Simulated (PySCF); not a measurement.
**A gas-phase reaction: CH4O2Zn + BrH → BrHOZn + CH4O**

Wanted: the reaction energy for `C[O][Zn][OH]` + `Br` → `[OH][Zn][Br]` + `CO`.

Programs: PySCF 2.14.0. All values are calculated, for the isolated system unless a continuum is named. Atoms count from 0, parts from 1.

## (1) Starting point

Each species was relaxed by itself at PBE0-D3(BJ)/def2-SVPD.

## (2) Reaction energy: wB97M-D3(BJ)/def2-TZVPD

The job: settings as JSON, then the geometry in Å.

```
{"job": {"kind": "react", "xc": "wB97M-D3(BJ)", "basis": "def2-TZVPD"}, "charge": 0, "multiplicity": 1}
-1 CH4O2Zn charge 0 multiplicity 1
C      1.466860     0.061740    -0.506980
O      0.194570     0.591560    -0.726930
Zn    -1.289770     0.201980     0.153610
O     -2.905080    -0.001280     0.861050
H      2.170020     0.517920    -1.223680
H      1.852950     0.273780     0.507690
H      1.510350    -1.032920    -0.659910
H     -2.999890    -0.612780     1.595150

-1 BrH charge 0 multiplicity 1
Br     0.715030     0.005190     0.013120
H     -0.708460    -0.001980    -0.013200

+1 BrHOZn charge 0 multiplicity 1
O     -0.318220     1.220070    -0.462830
Zn     0.041020    -0.470960    -0.053280
Br     0.447070    -2.641540     0.309350
H     -0.169860     1.892430     0.206760

+1 CH4O charge 0 multiplicity 1
C     -0.337300     0.015110    -0.064450
O      0.971240    -0.475120    -0.211820
H     -0.700030    -0.059590     0.975740
H     -0.988540    -0.603180    -0.695760
H     -0.434170     1.063160    -0.398160
H      1.572020     0.043930     0.327080
```

Level: wB97M-D3(BJ)/def2-TZVPD reaction energy of separated species, gas phase.

On the command line:

```console
$ OMP_NUM_THREADS=1 python cluster_run.py task.json out
```

The driver reads the jobs from task.json and runs them one after another.

Standard output:

```text
species 1 (CH4O2Zn)
coarse grid: 32872 points
cycle   1  E = -1970.2895319243  dE = -1.148e-02  |g| = 1.268e+00  |ddm| = 2.442e+00
cycle   2  E = -1970.0828239747  dE =  2.067e-01  |g| = 1.975e+00  |ddm| = 2.477e+00
cycle   3  E = -1970.5186521690  dE = -4.358e-01  |g| = 1.143e-01  |ddm| = 1.292e+00
cycle   4  E = -1970.5199953289  dE = -1.343e-03  |g| = 7.468e-02  |ddm| = 9.133e-02
cycle   5  E = -1970.5206179137  dE = -6.226e-04  |g| = 1.128e-02  |ddm| = 4.954e-02
cycle   6  E = -1970.5206698524  dE = -5.194e-05  |g| = 3.240e-03  |ddm| = 2.419e-02
cycle   7  E = -1970.5206757165  dE = -5.864e-06  |g| = 1.515e-03  |ddm| = 7.811e-03
final grid: 68152 points
cycle   8  E = -1970.5205979013  dE = -8.138e-07  |g| = 1.408e-03  |ddm| = 4.948e-03
cycle   9  E = -1970.5205979349  dE = -3.362e-08  |g| = 2.149e-03  |ddm| = 1.715e-03
cycle  10  E = -1970.5205982859  dE = -3.510e-07  |g| = 2.392e-04  |ddm| = 9.382e-04
cycle  11  E = -1970.5205983083  dE = -2.242e-08  |g| = 1.236e-04  |ddm| = 3.677e-04
cycle  12  E = -1970.5205983189  dE = -1.061e-08  |g| = 4.035e-05  |ddm| = 5.535e-04
cycle  13  E = -1970.5205983192  dE = -3.151e-10  |g| = 4.933e-06  |ddm| = 3.479e-05
converged SCF energy = -1970.5205983192

species 2 (BrH)
coarse grid: 9808 points
cycle   1  E = -2574.7444817024  dE = -1.115e+00  |g| = 2.814e-01  |ddm| = 9.887e-01
cycle   2  E = -2574.7574488279  dE = -1.297e-02  |g| = 1.487e-01  |ddm| = 2.655e-01
cycle   3  E = -2574.7608846460  dE = -3.436e-03  |g| = 8.657e-03  |ddm| = 8.708e-02
cycle   4  E = -2574.7609220114  dE = -3.737e-05  |g| = 2.523e-03  |ddm| = 1.268e-02
cycle   5  E = -2574.7609264419  dE = -4.431e-06  |g| = 6.497e-04  |ddm| = 4.934e-03
final grid: 18448 points
cycle   6  E = -2574.7609110548  dE = -1.922e-07  |g| = 3.886e-04  |ddm| = 9.248e-04
cycle   7  E = -2574.7609110824  dE = -2.762e-08  |g| = 2.731e-04  |ddm| = 3.938e-04
cycle   8  E = -2574.7609110895  dE = -7.072e-09  |g| = 3.377e-05  |ddm| = 1.360e-04
cycle   9  E = -2574.7609110905  dE = -1.044e-09  |g| = 1.120e-05  |ddm| = 6.289e-05
cycle  10  E = -2574.7609110906  dE = -3.411e-11  |g| = 1.705e-06  |ddm| = 1.293e-05
converged SCF energy = -2574.7609110906

species 3 (BrHOZn)
coarse grid: 22424 points
cycle   1  E = -4429.3694399191  dE = -1.192e+00  |g| = 1.110e+00  |ddm| = 1.844e+00
cycle   2  E = -4429.2010069349  dE =  1.684e-01  |g| = 1.770e+00  |ddm| = 1.591e+00
cycle   3  E = -4429.5371871824  dE = -3.362e-01  |g| = 7.492e-02  |ddm| = 8.658e-01
cycle   4  E = -4429.5382252238  dE = -1.038e-03  |g| = 2.907e-02  |ddm| = 9.124e-02
cycle   5  E = -4429.5383703964  dE = -1.452e-04  |g| = 1.811e-02  |ddm| = 2.997e-02
cycle   6  E = -4429.5384293252  dE = -5.893e-05  |g| = 3.689e-03  |ddm| = 1.346e-02
cycle   7  E = -4429.5384367463  dE = -7.421e-06  |g| = 1.062e-03  |ddm| = 9.222e-03
final grid: 42696 points
cycle   8  E = -4429.5383377752  dE = -6.732e-07  |g| = 5.494e-04  |ddm| = 2.154e-03
cycle   9  E = -4429.5383378996  dE = -1.245e-07  |g| = 3.898e-04  |ddm| = 1.273e-03
cycle  10  E = -4429.5383379303  dE = -3.065e-08  |g| = 1.058e-04  |ddm| = 2.496e-04
cycle  11  E = -4429.5383379399  dE = -9.681e-09  |g| = 8.470e-05  |ddm| = 3.118e-04
cycle  12  E = -4429.5383379419  dE = -1.913e-09  |g| = 2.159e-05  |ddm| = 1.371e-04
cycle  13  E = -4429.5383379419  dE = -5.002e-11  |g| = 5.800e-06  |ddm| = 1.238e-05
converged SCF energy = -4429.5383379419

species 4 (CH4O)
coarse grid: 20248 points
cycle   1  E = -115.7313969011  dE =  7.121e-02  |g| = 5.636e-01  |ddm| = 1.531e+00
cycle   2  E = -115.7261964913  dE =  5.200e-03  |g| = 6.290e-01  |ddm| = 6.641e-01
cycle   3  E = -115.7900750970  dE = -6.388e-02  |g| = 2.853e-02  |ddm| = 2.811e-01
cycle   4  E = -115.7902333110  dE = -1.582e-04  |g| = 6.696e-03  |ddm| = 3.249e-02
cycle   5  E = -115.7902459205  dE = -1.261e-05  |g| = 1.490e-03  |ddm| = 1.016e-02
cycle   6  E = -115.7902465259  dE = -6.054e-07  |g| = 5.701e-04  |ddm| = 2.212e-03
final grid: 43904 points
cycle   7  E = -115.7902255803  dE = -7.266e-08  |g| = 4.613e-04  |ddm| = 1.921e-03
cycle   8  E = -115.7902256032  dE = -2.288e-08  |g| = 3.414e-04  |ddm| = 5.295e-04
cycle   9  E = -115.7902256286  dE = -2.545e-08  |g| = 1.374e-05  |ddm| = 2.021e-04
cycle  10  E = -115.7902256287  dE = -9.595e-11  |g| = 1.220e-05  |ddm| = 4.791e-05
converged SCF energy = -115.7902256287

Reaction energy = -29.306 kcal/mol
```

It took 32 s on 1 thread of Arm Neoverse V1, shared host; peak memory 0.71 GiB.

Species by species (with the dispersion term, which the log's SCF energies lack):

```
 ν       species  energy (Eh)  HOMO (eV)
-1  C[O][Zn][OH]  -1970.52638      -9.96
-1            Br  -2574.76148     -11.15
+1  [OH][Zn][Br]  -4429.54076     -10.76
+1            CO   -115.79380     -10.52
```

## (3) Energies of the species: PBE0-D3(BJ)/def2-TZVPD

Same as in step 2 but for these lines:

```diff
@@ -1,2 +1,2 @@
-{"job": {"kind": "react", "xc": "wB97M-D3(BJ)", "basis": "def2-TZVPD"}, "charge": 0, "multiplicity": 1}
+{"job": {"kind": "react", "xc": "PBE0", "basis": "def2-TZVPD", "disp": "d3bj"}, "charge": 0, "multiplicity": 1}
 -1 CH4O2Zn charge 0 multiplicity 1
```

Method: PBE0-D3(BJ)/def2-TZVPD reaction energy of separated species, gas phase.

Standard output:

```text
species 1 (CH4O2Zn)
coarse grid: 32872 points
cycle   1  E = -1969.7037254859  dE =  4.311e-02  |g| = 1.427e+00  |ddm| = 2.577e+00
cycle   2  E = -1968.6219994520  dE =  1.082e+00  |g| = 3.038e+00  |ddm| = 3.920e+00
cycle   3  E = -1969.9935900076  dE = -1.372e+00  |g| = 1.093e-01  |ddm| = 2.863e+00
cycle   4  E = -1969.9926491536  dE =  9.409e-04  |g| = 1.617e-01  |ddm| = 1.618e-01
cycle   5  E = -1969.9956579847  dE = -3.009e-03  |g| = 9.946e-03  |ddm| = 6.949e-02
cycle   6  E = -1969.9956714361  dE = -1.345e-05  |g| = 5.306e-03  |ddm| = 1.525e-02
cycle   7  E = -1969.9956743849  dE = -2.949e-06  |g| = 2.821e-03  |ddm| = 4.609e-03
final grid: 68152 points
cycle   8  E = -1969.9956761645  dE =  3.579e-06  |g| = 5.559e-03  |ddm| = 6.161e-03
cycle   9  E = -1969.9956615018  dE =  1.466e-05  |g| = 1.109e-02  |ddm| = 1.025e-02
cycle  10  E = -1969.9956810516  dE = -1.955e-05  |g| = 2.142e-04  |ddm| = 6.901e-03
cycle  11  E = -1969.9956810596  dE = -8.035e-09  |g| = 3.531e-05  |ddm| = 1.359e-04
cycle  12  E = -1969.9956810598  dE = -2.055e-10  |g| = 8.092e-06  |ddm| = 3.881e-05
converged SCF energy = -1969.9956810598

species 2 (BrH)
coarse grid: 9808 points
cycle   1  E = -2574.4494535332  dE = -1.081e+00  |g| = 2.724e-01  |ddm| = 1.042e+00
cycle   2  E = -2574.4540917996  dE = -4.638e-03  |g| = 1.699e-01  |ddm| = 2.601e-01
cycle   3  E = -2574.4588662181  dE = -4.774e-03  |g| = 3.007e-02  |ddm| = 1.194e-01
cycle   4  E = -2574.4590977062  dE = -2.315e-04  |g| = 4.156e-03  |ddm| = 2.212e-02
cycle   5  E = -2574.4591017087  dE = -4.002e-06  |g| = 1.311e-03  |ddm| = 4.270e-03
final grid: 18448 points
cycle   6  E = -2574.4591027895  dE = -7.033e-08  |g| = 1.375e-03  |ddm| = 2.024e-03
cycle   7  E = -2574.4591028039  dE = -1.434e-08  |g| = 1.399e-03  |ddm| = 1.791e-03
cycle   8  E = -2574.4591030248  dE = -2.209e-07  |g| = 5.149e-05  |ddm| = 8.398e-04
cycle   9  E = -2574.4591030255  dE = -6.653e-10  |g| = 1.027e-05  |ddm| = 4.413e-05
converged SCF energy = -2574.4591030255

species 3 (BrHOZn)
coarse grid: 22424 points
cycle   1  E = -4428.6559635632  dE = -1.122e+00  |g| = 1.255e+00  |ddm| = 1.929e+00
cycle   2  E = -4427.6511414892  dE =  1.005e+00  |g| = 2.829e+00  |ddm| = 2.787e+00
cycle   3  E = -4428.8470225423  dE = -1.196e+00  |g| = 3.077e-01  |ddm| = 2.180e+00
cycle   4  E = -4428.8566376445  dE = -9.615e-03  |g| = 2.371e-01  |ddm| = 3.177e-01
cycle   5  E = -4428.8635524079  dE = -6.915e-03  |g| = 2.053e-02  |ddm| = 9.725e-02
cycle   6  E = -4428.8636224581  dE = -7.005e-05  |g| = 8.899e-03  |ddm| = 2.663e-02
cycle   7  E = -4428.8636384061  dE = -1.595e-05  |g| = 3.308e-03  |ddm| = 1.096e-02
cycle   8  E = -4428.8636404105  dE = -2.004e-06  |g| = 1.509e-04  |ddm| = 2.675e-03
final grid: 42696 points
cycle   9  E = -4428.8636395310  dE = -5.575e-08  |g| = 1.511e-04  |ddm| = 6.860e-04
cycle  10  E = -4428.8636395242  dE =  6.790e-09  |g| = 2.962e-04  |ddm| = 2.555e-04
cycle  11  E = -4428.8636395343  dE = -1.009e-08  |g| = 2.044e-05  |ddm| = 1.488e-04
cycle  12  E = -4428.8636395344  dE = -6.821e-11  |g| = 6.831e-06  |ddm| = 1.994e-05
converged SCF energy = -4428.8636395344

species 4 (CH4O)
coarse grid: 4656 points
cycle   1  E = -115.5793156529  dE =  6.204e-02  |g| = 5.870e-01  |ddm| = 1.554e+00
cycle   2  E = -115.4912619408  dE =  8.805e-02  |g| = 9.152e-01  |ddm| = 8.424e-01
cycle   3  E = -115.6419862483  dE = -1.507e-01  |g| = 4.541e-02  |ddm| = 4.749e-01
cycle   4  E = -115.6423138853  dE = -3.276e-04  |g| = 1.801e-02  |ddm| = 3.329e-02
cycle   5  E = -115.6423832556  dE = -6.937e-05  |g| = 4.974e-03  |ddm| = 1.213e-02
cycle   6  E = -115.6423885524  dE = -5.297e-06  |g| = 3.242e-04  |ddm| = 3.590e-03
final grid: 43904 points
cycle   7  E = -115.6393365945  dE = -2.478e-05  |g| = 6.519e-03  |ddm| = 6.453e-02
cycle   8  E = -115.6393310215  dE =  5.573e-06  |g| = 8.563e-03  |ddm| = 7.262e-03
cycle   9  E = -115.6393446042  dE = -1.358e-05  |g| = 8.367e-04  |ddm| = 4.003e-03
cycle  10  E = -115.6393447332  dE = -1.289e-07  |g| = 1.493e-04  |ddm| = 5.372e-04
cycle  11  E = -115.6393447378  dE = -4.669e-09  |g| = 1.650e-05  |ddm| = 9.968e-05
cycle  12  E = -115.6393447379  dE = -4.712e-11  |g| = 2.360e-06  |ddm| = 1.666e-05
converged SCF energy = -115.6393447379

Reaction energy = -30.127 kcal/mol
```

Run time: 16 s. Hardware: 1 thread of Arm Neoverse V1, shared host; peak memory 0.64 GiB.

Reaction energy at this level: -30.13 kcal/mol.

## (4) Comparing the runs

Energies in kcal/mol, with wall time:

```
                    run  reaction  time
wB97M-D3(BJ)/def2-TZVPD    -29.31  32 s
 PBE0-D3(BJ)/def2-TZVPD    -30.13  16 s
```

## (5) Summary of results

| quantity | value |
| --- | --- |
| reaction energy (wB97M-D3(BJ)/def2-TZVPD) | -29.31 kcal/mol |
| ΔH, ΔG at 298 K (xTB thermal terms) | -26.4, -27.3 kcal/mol |
| range of the reaction energy over the runs of this table | -30.13 to -29.31 kcal/mol |

In words: The reaction is exothermic by 26.4 kcal/mol in the gas phase; dispersion gives +0.22, and xTB itself gave -31.85 for the electronic energy (xTB energies and thermal terms come from the earlier relaxation of each species, not shown). No barrier was sought. The reaction energy runs from -30.13 (PBE0-D3(BJ)/def2-TZVPD) to -29.31 kcal/mol (wB97M-D3(BJ)/def2-TZVPD).
